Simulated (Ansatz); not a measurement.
**MP2/cc-pVDZ run of SiN2H5OF (SMILES N[Si](N)(O)F)**

Aim: the energy change on altering one bond length of SiN2H5OF at MP2/cc-pVDZ, from 2 runs. 

Program for the calculation: Ansatz 0.2.0.

122 further runs of the same task are left out: 122 set aside as unsound or not needed. Runs told in other sessions of the task aren't counted.

## 1. The structure to begin with

SiN2H5OF: 10 atoms, total charge 0, spin state singlet. As SMILES, `N[Si](N)(O)F`. Geometry: relaxed at PBE0-D4/def2-TZVP. This is one conformer, not always the lowest.

Bond lengths: N1–Si2 1.685 Å, Si2–N3 1.695 Å, Si2–O4 1.637 Å, Si2–F5 1.605 Å, N1–H6 1.004 Å, N1–H7 1.005 Å, N3–H8 1.005 Å, N3–H9 1.005 Å, O4–H10 0.958 Å. Some angles: N1–Si2–N3 109.0°, N1–Si2–O4 103.8°, N1–Si2–F5 116.8°, N3–Si2–O4 119.6°, N3–Si2–F5 102.6°, O4–Si2–F5 105.7°, Si2–N1–H6 122.0°, Si2–N1–H7 121.9°, Si2–N3–H8 121.3°, Si2–N3–H9 121.7°.

## 2. A single-point energy at MP2/cc-pVDZ

Contents of in.yaml:

```yaml
crystal:
  periodic: [false, false, false]
  atoms:
    - symbol: "N"
      position_ang: [-0.415800, 1.495400, -0.024800]
    - symbol: Si
      position_ang: [0.063400, -0.096400, -0.298300]
    - symbol: N
      position_ang: [-0.488700, -1.065100, 0.977800]
    - symbol: O
      position_ang: [1.671000, 0.022600, -0.585100]
    - symbol: F
      position_ang: [-0.553900, -0.827100, -1.586600]
    - symbol: H
      position_ang: [-1.328300, 1.723100, 0.327300]
    - symbol: H
      position_ang: [0.046600, 2.272000, -0.464100]
    - symbol: H
      position_ang: [-0.741200, -2.027100, 0.831100]
    - symbol: H
      position_ang: [-0.238900, -0.873700, 1.932500]
    - symbol: H
      position_ang: [2.068800, -0.674900, -1.106900]
basis:
  gaussian:
    orbitals: cc-pVDZ
correlation:
  method: mp2
  frozen_orbitals: {F: 1, H: 0, "N": 1, O: 1, Si: 5}
accuracy: high
```

Started as:

```sh
$ ansatz run in.yaml --threads 1 --pin off --max-ram 3480MiB --events-out events.jsonl --progress --plain --runs-dir runs
```

Log:

```text
Warning: RAYON_NUM_THREADS=1 ignored (pool sized by the plan → 1); use --threads N
Functional definition: HF
  name "HF"
  exchange = exact_x
  correlation = 0
2290 factors; integrals over basis functions are off by at most 3.9e-9 eV
mean field evaluation 1: about -15648.2591 eV, gradient 5.0e1 eV
mean field evaluation 2: about -15648.3442 eV, gradient 5.0e1 eV
mean field evaluation 4: about -15652.9117 eV, gradient 2.8e0 eV
mean field evaluation 8: about -15652.9435 eV, gradient 2.2e-1 eV
mean field evaluation 16: about -15652.9436 eV, gradient 7.3e-9 eV
mean field -15652.94363379 eV, -575.2350685955 hartree, gradient 7.3e-9 eV, S^2 0.000000; 0 other end points of the search recorded, 0 dependent functions left out
9 core orbitals not correlated: weight in the atoms' cores, before any rotation towards them, 1.000 or more for the frozen orbitals, at most 0.000 for the correlated occupied ones
reference -15652.94363379 eV, -575.2350685955 hartree; 16, 16 occupied and 74, 74 virtual orbitals, 2290 factors
second order -21.92660488 eV of doubles, -0.00000000 eV of singles
Total energy: -15674.87023867 eV, -576.0408564626 hartree
```

It took 5.1 s on 1 thread of Arm Neoverse V2, shared host; peak memory 0.31 GiB.

## 3. The distorted shape, same level

Contents of run.yaml:

```yaml
basis:
  gaussian:
    orbitals: cc-pVDZ
crystal:
  periodic: [false, false, false]
  atoms:
    - symbol: "N"
      position_ang: [-0.893180, 2.332434, 0.601386]
    - symbol: Si
      position_ang: [-0.413980, 0.740634, 0.327886]
    - symbol: "N"
      position_ang: [-0.966080, -0.228066, 1.603986]
    - symbol: O
      position_ang: [1.193620, 0.859634, 0.041086]
    - symbol: F
      position_ang: [-1.031280, 0.009934, -0.960414]
    - symbol: H
      position_ang: [-1.805680, 2.560134, 0.953486]
    - symbol: H
      position_ang: [-0.430780, 3.109034, 0.162086]
    - symbol: H
      position_ang: [-1.218580, -1.190066, 1.457286]
    - symbol: H
      position_ang: [-0.716280, -0.036666, 2.558686]
    - symbol: H
      position_ang: [2.068800, -0.674900, -1.106900]
magnetization:
  spin_polarized: false
  initial_magnetization: 0
correlation:
  method: mp2
  frozen_orbitals: {F: 1, H: 0, "N": 1, O: 1, Si: 5}
accuracy: high
```

Started as:

```sh
$ ansatz run run.yaml --threads 1 --pin off --max-ram 3480MiB --events-out events.jsonl --progress --plain --runs-dir runs
```

Log, cut to the lines that bear on the results:

```text
Warning: RAYON_NUM_THREADS=1 ignored (pool sized by the plan → 1); use --threads N
[... 2 set-up lines as earlier in the session ...]
[...]
2289 factors; integrals over basis functions are off by at most 3.8e-9 eV
[...]
mean field -15646.12944500 eV, -574.9846517764 hartree, gradient 1.8e-8 eV, S^2 0.000000; 1 other end points of the search recorded, 0 dependent functions left out; unrestricted orbitals would lower it
[...]
unrestricted determinant -15649.03771317 eV, -575.0915286601 hartree, S^2 0.9422
9 core orbitals not correlated: weight in the atoms' cores, before any rotation towards them, 1.000 or more for the frozen orbitals, at most 0.000 for the correlated occupied ones
reference -15646.12944500 eV, -574.9846517764 hartree; 16, 16 occupied and 74, 74 virtual orbitals, 2289 factors
second order -23.30899697 eV of doubles, -0.00000000 eV of singles
Total energy: -15669.43844197 eV, -575.8412416157 hartree
```

It took 9.3 s on 1 thread of Arm Neoverse V2, shared host; peak memory 0.39 GiB.

## 4. Results

Level: MP2/cc-pVDZ, 9 core orbitals frozen.

| quantity | value |
| --- | --- |
| first shape: total energy | -576.04086 Eh |
| first shape: correlation energy (9 core orbitals frozen) | -805.8 mEh |
| distorted shape: total energy | -575.84124 Eh |
| distorted shape: correlation energy (9 core orbitals frozen) | -856.6 mEh |
| energy change with the O4–H10 bond stretched from 0.958 to 2.107 Å | 5.432 eV |

One bond (distorted shape) is far stretched, which a spin-restricted single reference describes badly; perturbation theory on it can break down and give far too much correlation. With the O4–H10 bond stretched from 0.958 to 2.107 Å the energy rises by 5.43 eV (125 kcal/mol). The first shape isn't relaxed at this level, so the change isn't measured from a minimum. A restricted reference can't describe the breaking bond well at this length. The restricted solution (distorted shape) is unstable to spin breaking: an unrestricted one lies lower.
